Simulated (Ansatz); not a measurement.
CH6AgNS, SMILES C[S][Ag-][NH3+], vertical spin-state energies

Program: Ansatz 0.2.0 through its Python package.

Run as a notebook:

```python
import ansatz as az
```

```python
BASIS = "def2-SVP"
XC = "hf"
```

```python
geometry_ang = [
    ("C", (-0.076, 1.2904, -1.1199)),
    ("S", (1.5128, 0.8185, -0.5555)),
    ("Ag", (1.6232, -0.7407, 0.7452)),
    ("N", (-0.0871, -1.347, 1.1049)),
    ("H", (-0.6134, 0.4802, -1.6696)),
    ("H", (-0.7421, 1.6589, -0.2643)),
    ("H", (0.0071, 2.1912, -1.8285)),
    ("H", (-0.1521, -2.1444, 1.7678)),
    ("H", (-0.7504, -0.5867, 1.5635)),
    ("H", (-0.6388, -1.6715, 0.2594)),
]
system = az.Crystal.molecule()
for symbol, xyz in geometry_ang:
    system = system.atom(symbol, xyz)
```

```python
setup = system.calculation().basis(gaussian=BASIS).functional(XC)
found = {}
for unpaired in [0, 2, 4]:
    rep = setup.spin("collinear", total=unpaired).run().report
    s = unpaired / 2
    found[unpaired] = rep["free_energy_ev"]
    print(f"2S+1 = {unpaired + 1}: E = {found[unpaired]:.5f} eV, <S^2> = {abs(rep['mean_field']['state']['spin_squared']):.3f} (pure state {s * (s + 1):.2f})")
lowest = min(found, key=found.get)
for unpaired, e in found.items():
    print(f"multiplicity {unpaired + 1}: {(e - found[lowest]):.3f} eV above the lowest")
```

    2S+1 = 1: E = -17390.90897 eV, <S^2> = 0.000 (pure state 0.00)
    2S+1 = 3: E = -17389.21770 eV, <S^2> = 2.020 (pure state 2.00)
    2S+1 = 5: E = -17384.55085 eV, <S^2> = 6.025 (pure state 6.00)
    multiplicity 1: 0.000 eV above the lowest
    multiplicity 3: 1.691 eV above the lowest
    multiplicity 5: 6.358 eV above the lowest

In order: multiplicity 1 (+0.00 eV), multiplicity 3 (+1.69 eV) and multiplicity 5 (+6.36 eV), all at the one geometry.

Reading the output:
- Total energies depend on the basis set; only differences at equal settings carry meaning.
- The geometry is a force-field or estimated start, not a minimum of this method, and the basis set is short of its limit. All parts are taken at fixed geometry, without zero-point energy.
- def2 sets replace the cores of elements past krypton by effective core potentials.
- Hartree-Fock leaves correlation out, so it favours high-spin states too much.
- Spin-orbit coupling, which mixes and shifts the spin states of heavy atoms, is left out.
- Wall time of the script: 26 s on 1 thread of Arm Neoverse V2, on a shared host, peak memory 0.37 GiB.

(Lines on the test bed's own set-up are left out of the output.)
